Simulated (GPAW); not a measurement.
WAu in GPAW: convergence with plane-wave cutoff (eV)

The system is WAu.

```
CELL_PARAMETERS angstrom
0.00000 2.74798 2.74798
2.74798 0.00000 2.74798
2.74798 2.74798 0.00000
ATOMIC_POSITIONS crystal
W 0.00000 0.00000 0.00000
Au 0.75000 0.75000 0.75000
```

The cell was built by a generator and needn't be a form met in nature.

| Quantity | Value |
| --- | --- |
| Program | GPAW 26.7.0 |
| Task | convergence study |
| Functional | RPBE |
| Potentials or basis | the program's PAW data sets (release 1.2.1) made for this functional |
| Cutoff | 200 eV |
| Basis | pw |
| k mesh | 8 × 8 × 8 |
| Occupations | fermi-dirac, width 0.05 eV |
| Spin | no spin polarisation |

These are the settings of the first run; the series varies plane-wave cutoff (eV), with any setting tied to it.

Hardware: 1 thread of Arm Neoverse V2 (shared host).

| plane-wave cutoff (eV) | energy less the tightest run, at zero smearing (meV/atom) | pressure (GPa) | SCF cycles | CPU time (s) | peak memory (GiB) |
| --- | --- | --- | --- | --- | --- |
| 200 | 359.85 | 34.17 | 11 | 6.1 | 0.14 |
| 250 | 202.29 | 33.55 | 11 | 6.9 | 0.14 |
| 300 | 83.86 | 35.29 | 11 | 7.4 | 0.14 |
| 350 | 44.50 | 36.87 | 11 | 12 | 0.15 |
| 400 | 31.26 | 37.07 | 11 | 12 | 0.15 |
| 500 | 13.15 | 37.27 | 11 | 17 | 0.16 |
| 600 | 10.21 | 37.48 | 11 | 21 | 0.19 |
| 800 | 2.37 | 37.36 | 11 | 31 | 0.21 |
| 1000 | 0.00 | 37.48 | 11 | 42 | 0.24 |

Not settled before the last step: the energy (to 1 meV/atom), the pressure (to 0.1 GPa). The tightest run that finished is the yardstick and may itself not be fully converged.

Caveat, for the tightest run too: with this Au data set, volumes or pressures lay over 1.5 % or 2 GPa off other programs in two to four cells of ten; a pressure of tens of GPa on the cell as given is suspect, and the run, the potentials or the cell itself is likely at fault. Spin-orbit coupling is left out, which matters for the levels of Au, W.
